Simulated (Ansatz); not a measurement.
Write a Python script for the Ansatz DFT code, driven from Python that makes a formation energy from the elements of Ba2NF and its elements. Use (first run): r2SCAN, PAW, cutoff 450 eV, 5×5×5 k-points, Fermi-Dirac smearing of 0.05 eV.

Script `formation.py`:
```python
'''Is Ba2NF bound against its elements, after relaxing atoms and volume at fixed cell shape.'''

from collections import Counter

import ansatz
import numpy as np
import pandas as pd

ECUT = 450
KSPACING = 0.39
OCCUPATIONS = 'fermi_dirac'
SMEARING_WIDTH = 0.05

PHASES = {
    'Ba2NF': (
        [(2.01082242, 1.16094887, 6.67510314), (-2.01082242, 1.16094887, 6.67510314), (0.0, -2.32189774, 6.67510314)],
        [
            ('Ba', (0.75764002, 0.75764002, 0.75764002)),
            ('Ba', (0.24235998, 0.24235998, 0.24235998)),
            ('N', (0.5, 0.5, 0.5)),
            ('F', (0.0, 0.0, 0.0)),
        ],
    ),
    'Ba': (
        [(-2.5065, 2.5065, 2.5065), (2.5065, -2.5065, 2.5065), (2.5065, 2.5065, -2.5065)],
        [
            ('Ba', (0.0, 0.0, 0.0)),
        ],
    ),
    'N2': (
        [(9.0, 0.0, 0.0), (0.0, 9.5, 0.0), (0.0, 0.0, 10.0)],
        [
            ('N', (0.5, 0.5, 0.4445)),
            ('N', (0.5, 0.5, 0.5555)),
        ],
    ),
    'F2': (
        [(9.0, 0.0, 0.0), (0.0, 9.5, 0.0), (0.0, 0.0, 10.0)],
        [
            ('F', (0.5, 0.5, 0.429)),
            ('F', (0.5, 0.5, 0.571)),
        ],
    ),
}


def build(vectors, sites):
    crystal = ansatz.Crystal(lattice=ansatz.Lattice.of(vectors))
    for symbol, position in sites:
        crystal = crystal.atom(symbol, position)
    return crystal

GASES = {'N2', 'F2'}


def ground_state(name, crystal):
    calc = (
        crystal.calculation()
        .basis(ECUT)
        .initial_density(normalization='atom')
        .functional(ansatz.Functional.R2SCAN)
        .kpoints(spacing=KSPACING)
        .occupations(OCCUPATIONS, width=SMEARING_WIDTH)
        .stress()
    )
    if name in GASES:
        return calc.kpoints(1, 1, 1).relax(force_tolerance=0.03).run(threads=1, pin='off')
    calc = calc.relax(force_tolerance=0.03, fix_cell=['shape'])
    return calc.run(threads=1, pin='off')


def counts(outcome):
    return Counter(site.symbol for site in outcome.lattice.sites)

def formation_energy(outcome, mu):
    n = counts(outcome)
    return (outcome.report['energy_sigma0_ev'] - sum(k * mu[element] for element, k in n.items())) / sum(n.values())


def volume_per_atom(outcome):
    return abs(np.linalg.det(outcome.lattice.cell_ang)) / len(outcome.lattice.sites)


def main() -> None:
    phases = {name: build(*cell) for name, cell in PHASES.items()}

    done = {name: ground_state(name, crystal) for name, crystal in phases.items()}

    # chemical potentials of the elements at zero temperature
    references = {'Ba': 'Ba', 'N': 'N2', 'F': 'F2'}
    mu = {element: done[name].report['energy_sigma0_ev'] / len(done[name].lattice.sites) for element, name in references.items()}

    target = done['Ba2NF']
    heat = formation_energy(target, mu)
    rows = [(name, len(o.lattice.sites), volume_per_atom(o), formation_energy(o, mu)) for name, o in done.items()]
    print(pd.DataFrame(rows, columns=['phase', 'atoms', 'V (A^3/atom)', 'E_form (eV/atom)']).round(4).to_string(index=False))
    # gas references are bare DFT energies, without zero-point or fitted corrections


if __name__ == '__main__':
    main()
```

Output of `python formation.py`:
```text
DeckWarning: basis.ecutwfc = 450 eV is below the records' recommended 500 eV, and the density's cutoff is lower with it unless basis.ecutrho_ratio is high enough to keep the records' density cutoff: compare with a run at a higher cutoff
DeckWarning: output.stress: scf.convergence.dr2_threshold = 1e-7 eV (the SCF's general default) is looser than the 2e-10 eV advised for a printed stress (1e-10 eV for each atom of the cell: 2). What [...]
phase  atoms  V (A^3/atom)  E_form (eV/atom)
Ba2NF      4       22.9445           -1.9627
   Ba      1       63.8422            0.0000
   N2      2      427.5000            0.0000
   F2      2      427.5000            0.0000
```
(Warnings from the package without file and line, shortened.)

These settings explore the input space; cutoff and mesh may be short of convergence. The cutoff lies under the one recommended for these potentials. For the metals among these phases the mesh is modest: differences between phases can be off by up to 40 meV an atom. Atoms and volume are relaxed with the cell's shape held, which in cells of lower than cubic symmetry can hide stresses and shift volumes. The cells come from databases of deposited and of computed structures, and not all need be stable phases. The compound is the structure given, not necessarily its lowest; energies are at zero temperature, with no correction for gases. A semilocal functional's error on such energies is often 0.05 to 0.1 eV an atom, and 0.1 to 0.3 eV against gases such as O2 or F2. Finished in 2.6 min on 1 thread of Arm Neoverse V1 (shared host), peak memory 2 GiB.
